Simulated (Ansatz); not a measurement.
# AlGaPH+ (doublet): wave-function methods side by side, cc-pVTZ

An exercise on one series of results from a longer session: the logs are not shown, and one member is left open.

Program: Ansatz 0.2.0, Gaussian basis. Level of theory: cc-pVTZ, core rule «outside noble gas», up to 24 orbitals frozen. These are calculated values, not measurements.

Plan: UHF; CCSD(T) on ROHF; CCSD(T) on UHF; BCCD(T) on ROHF; CCSDT(Q) on ROHF; CCSDT(Q) on UHF.

4 further runs of the same task are left out: 4 set aside as unsound or not needed. Runs told in other sessions of the task aren't counted.

## The system

The geometry is a PBE0/def2-TZVP stationary point (not a proven minimum) of the parent state, kept for this charge and spin. No spin-orbit coupling is included. The filled d shell of Ga may be among the frozen orbitals whatever the setting's name suggests.

4 atoms, charge 1, spin multiplicity 2.

Atoms are counted from 1 here; the program's logs count them from 0.

Bond lengths: Al1–Ga2 2.709 Å, Ga2–P3 2.163 Å, P3–H4 1.441 Å. Angles: Al1–Ga2–P3 178.3°, Ga2–P3–H4 81.0°.

Coordinates:

```xyz
4

Al    0.0000   -0.2961    3.0555
Ga    0.0000   -0.3759    0.3481
P     0.0000   -0.3753   -1.8148
H     0.0000    1.0474   -1.5888
```

Set-up of the first run:

File in.yaml:

```yaml
crystal:
  periodic: [false, false, false]
  atoms:
    - {symbol: Al, position_ang: [0.000014, -0.296100, 3.055479]}
    - {symbol: Ga, position_ang: [-0.000017, -0.375941, 0.348115]}
    - {symbol: P, position_ang: [0.000017, -0.375332, -1.814837]}
    - {symbol: H, position_ang: [-0.000014, 1.047374, -1.588757]}
basis:
  gaussian: {orbitals: cc-pVTZ}
total_charge: 1
magnetization: {spin_polarized: true, initial_magnetization: 1}
hamiltonian: {xc: hf}
output: {orbitals: {seedname: orbitals}}
```

The run is started by

```sh
> ansatz run in.yaml --threads 1 --pin off --events-out ev --progress --plain --max-ram 2816MiB --backend cpu
```

Among the steps run: UHF; CCSD(T) on ROHF; CCSD(T) on UHF; BCCD(T) on ROHF; CCSDT(Q) on ROHF; CCSDT(Q) on UHF.

One of the session's tables, all rows but one given; the rest of the session is left out.

It belongs to the step «Misses and costs». 

```
   method  from RCCSDT(Q) (meV)
     ROHF               +7492.9
      UHF               +7349.8
     RMP2               +1508.5
     UMP2               +1536.5
    RCCSD                     ?
    UCCSD                +366.7
 RCCSD(T)                 +61.9
 UCCSD(T)                 +62.0
  BCCD(T)                 +61.0
   RCCSDT                 +18.1
RCCSDT(Q)                     0
```

Estimate the missing values for RCCSD.

**Answer.** from RCCSDT(Q) (meV): +371.5. In the column «from RCCSDT(Q) (meV)» it lies between UCCSD (+366.7) and RMP2 (+1508.5).

Not comparable, so not listed: CCSDT(Q) on UHF (they don't share determinant, frozen orbitals or solution with the rows shown, or repeat one).

Caveats from the session: Warnings: spin contamination; coupled cluster took another determinant than the lowest. Restricted and unrestricted rows rest on different reference determinants; a gap between their highest levels can come from leftover correlation error, from unlike frozen cores or from another state.
